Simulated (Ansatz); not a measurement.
Task: a rigid torsion scan of H₃O₂Sb, SMILES [OH][SbH][OH], with the Python package of Ansatz (0.2.0). Give the script and its output. Level of theory (for the species named): r2SCAN, def2-SVP basis, multiplicity 1, D3BJ dispersion.

```xyz
6

O    -1.1902   -0.7387   -0.1865
Sb    0.5121    0.1447   -0.7583
O     1.1707    0.1163    1.1326
H    -1.7680   -0.5333   -0.9726
H    -0.1348    1.7618   -0.5643
H     1.4524   -0.8148    1.3028
```

`torsion.py`
```python
"""Rigid torsion scan of H3O2Sb."""

import ansatz
from ase import Atoms


def main() -> None:
    atoms = Atoms(["O", "Sb", "O", "H", "H", "H"], positions=[
        (-1.1902, -0.7387, -0.1865),
        (0.5121, 0.1447, -0.7583),
        (1.1707, 0.1163, 1.1326),
        (-1.768, -0.5333, -0.9726),
        (-0.1348, 1.7618, -0.5643),
        (1.4524, -0.8148, 1.3028),
    ])

    # start the scan from a relaxed geometry
    first = (
        ansatz.Crystal.molecule_from_ase(atoms).calculation()
        .basis(gaussian="def2-SVP")  # the orbital basis, by name
        .functional("r2scan", dispersion="d3bj")
        .relax(force_tolerance=0.02, max_steps=80)  # relax until the tolerances are met
    )
    atoms.positions = first.run(threads=1, backend="cpu").report["positions_ang"]

    start = atoms.get_dihedral(2, 1, 0, 3)
    energies = {}
    for turn in range(0, 360, 30):
        turned = atoms.copy()
        turned.set_dihedral(2, 1, 0, 3, start + turn, indices=[0, 3])
        model = (
            ansatz.Crystal.molecule_from_ase(turned).calculation()
            .basis(gaussian="def2-SVP")  # the orbital basis, by name
            .functional("r2scan", dispersion="d3bj")
        )
        energies[round((start + turn) % 360)] = model.run(threads=1, backend="cpu").report["free_energy_ev"]
    floor = min(energies.values())
    print("dihedral O2-Sb1-O0-H3 (deg)   E - E(min) (kcal/mol)")
    for angle, e in sorted(energies.items()):
        print(f"{angle:8d} {23.060548 * (e - floor):14.3f}  " + "#" * int(30 * (e - floor) / max(max(energies.values()) - floor, 1e-9)))


if __name__ == "__main__":
    main()
```

```console
$ python torsion.py
DeckWarning: the engine holds no damping parameters fitted to this dispersion correction and functional, so the run takes those fitted to r2scan beside the three-body term, which d3bj leaves out (hamiltonian.dispersion, under Limitations)
dihedral O2-Sb1-O0-H3 (deg)   E - E(min) (kcal/mol)
      18          1.171  #######
      48          0.000
      78          0.353  ##
     108          2.115  #############
     138          4.148  #########################
     168          4.855  ##############################
     198          3.488  #####################
     228          1.384  ########
     258          0.457  ##
     288          1.241  #######
     318          2.534  ###############
     348          2.570  ###############
```
(Warnings from the package without file and line.)

Caveats:
- The scan is rigid and the energies are electronic, in a modest basis. With rigid groups the curve can differ much from the relaxed path, the start wasn't checked as a minimum of this torsion, and equivalent turns needn't return to the same energy.
- def2 sets replace the cores of elements past krypton by effective core potentials.
- A dispersion term here runs with damping parameters fitted for another variant or functional.
- Hardware and time: 62 s on 1 thread of Arm Neoverse V2, with other jobs on the host, peak memory 0.2 GiB.

(A comment or docstring line of the script was reworded after the run, the code is as it ran.)
